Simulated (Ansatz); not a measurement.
TiSn:

```
Ti Sn
1.0
     0.00000    2.80055    2.80055
     2.80055    0.00000    2.80055
     2.80055    2.80055    0.00000
Ti Sn
1 1
Direct
  0.00000 0.00000 0.00000
  0.50000 0.50000 0.50000
```

The cell was built by a generator and needn't be a form met in nature.

Program: Ansatz 0.2.0. Alike in all runs: task single point; potentials or basis Ansatz PAW; cell as given; k mesh 4 × 4 × 4; cutoff (eV) 420; smearing fermi-dirac 0.05 eV; the mesh is coarse, so values aren't converged.

**Question.** Order these runs on this cell by their pressure, lowest first.
A. level PBE0; spin SOC, no magnetisation
B. level PBEsol0; spin off
C. level B3LYP; spin off

**Answer.** B (-5.7 GPa), A (-2.7 GPa), C (0.7 GPa).

Caveats: all runs use coarse meshes; the PAW data sets come from PBE, with cores solved anew for the run's functional, which leaves a small shift of forces and pressure; the thresholds are loose for stress.
